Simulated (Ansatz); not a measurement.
I need a single point from an input written key by key of CH₈OSiSn, SMILES [CH3][SnH2][SiH2]O. Use Ansatz's Python interface. Settings: MP2, def2-SVP basis, multiplicity 1.

```xyz
12

C    -1.5320    1.0078    0.7925
Sn   -0.6397   -0.8232    0.3428
Si    1.6989   -0.3876   -0.3944
O     1.8042    0.6583   -1.7514
H    -1.0260    1.5550    1.5790
H    -1.5710    1.7062   -0.1283
H    -2.6015    0.8757    1.1013
H    -1.4651   -1.6051   -0.9546
H    -0.6348   -1.8096    1.8182
H     2.4705    0.2533    0.7422
H     2.3682   -1.6628   -0.7076
H     1.2053    0.1768   -2.4057
```

`run_deck.py`
```python
"""Run CH8OSiSn from an input written out key by key."""

import ansatz as az
import numpy as np
import pandas as pd

DECK = """
crystal:
  periodic: [false, false, false]
  atoms:
    - { symbol: C, position_ang: [-1.532, 1.0078, 0.7925] }
    - { symbol: Sn, position_ang: [-0.6397, -0.8232, 0.3428] }
    - { symbol: Si, position_ang: [1.6989, -0.3876, -0.3944] }
    - { symbol: O, position_ang: [1.8042, 0.6583, -1.7514] }
    - { symbol: H, position_ang: [-1.026, 1.555, 1.579] }
    - { symbol: H, position_ang: [-1.571, 1.7062, -0.1283] }
    - { symbol: H, position_ang: [-2.6015, 0.8757, 1.1013] }
    - { symbol: H, position_ang: [-1.4651, -1.6051, -0.9546] }
    - { symbol: H, position_ang: [-0.6348, -1.8096, 1.8182] }
    - { symbol: H, position_ang: [2.4705, 0.2533, 0.7422] }
    - { symbol: H, position_ang: [2.3682, -1.6628, -0.7076] }
    - { symbol: H, position_ang: [1.2053, 0.1768, -2.4057] }
basis:
  gaussian: { orbitals: def2-SVP }
correlation:
  method: mp2
output:
  forces: true
accuracy: medium
scf:
  lower_state_search: "off"
"""

session = az.Session.from_yaml(DECK)
summary = session.plan(threads=1).execute().report

print(f"E = {summary['free_energy_ev']:.6f} eV = {summary['free_energy_ev'] / 27.211386246:.7f} Ha")
print("converged:", summary["converged"], " doubts:", summary["published_state_doubts"] or "none")
symbols = ["C", "Sn", "Si", "O", "H", "H", "H", "H", "H", "H", "H", "H"]
print("correlation energy", round(summary["free_energy_ev"] - summary["reference_energy_ev"], 5), "eV")
cluster = summary["correlation"].get("coupled_cluster")
if cluster:
    print("cycles", cluster["cycles"], " T1 diagnostic", round(cluster["t1_diagnostic"], 4), " largest double", round(cluster["largest_double"], 4))
field = summary["mean_field"]
print("<S^2> =", round(abs(field["state"]["spin_squared"]), 4), " all-electron relativity setting:", field["relativity"])
print("passes:", field["passes"])
if "symmetry" in field:
    print("occupied orbitals by irrep:", field["symmetry"]["occupied"])

forces = np.array(summary["forces_ev_ang"])
print("largest force", round(float(np.linalg.norm(forces, axis=1).max()), 4), "eV/A, rms", round(float(np.sqrt((forces ** 2).mean())), 4))
charges = summary["charge_distribution"]
table = pd.DataFrame({"atom": symbols, "mulliken": charges["mulliken_charges_e"], "lowdin": charges["lowdin_charges_e"]})
print(table.round(3).to_string())
print("dipole (e A):", np.round(charges["dipole_moment_e_ang"], 4) + 0.0)
```

```console
$ python run_deck.py
E = -16872.205495 eV = -620.0421155 Ha
converged: True  doubts: none
correlation energy -15.1974 eV
<S^2> = 0.0  all-electron relativity setting: none
passes: {'evaluations': 8, 'products': 31}
occupied orbitals by irrep: [{'A': 29}, {'A': 29}]
largest force 2.945 eV/A, rms 0.8766
   atom  mulliken  lowdin
0     C    -0.373  -0.139
1    Sn     0.402   0.224
2    Si     0.522   0.263
3     O    -0.475  -0.053
4     H     0.071   0.008
5     H     0.075   0.035
6     H     0.072   0.019
7     H    -0.128  -0.098
8     H    -0.120  -0.090
9     H    -0.122  -0.088
10    H    -0.137  -0.104
11    H     0.213   0.022
dipole (e A): [-0.2906 -0.0857 -0.0448]
```

These settings explore the input space; basis and method may be short of convergence. The geometry is a force-field or estimated start, not a minimum of this method, and the basis set is short of its limit. def2 sets replace the cores of elements past krypton by effective core potentials. The Löwdin charges here are taken after orthogonalising the functions within each atom; they differ from plain Löwdin charges, and their signs can be unphysical. Finished in 6.9 s on 1 thread of Arm Neoverse V1, on a shared host, peak memory 0.38 GiB.

(Lines on the test bed's own set-up are left out of the output.)
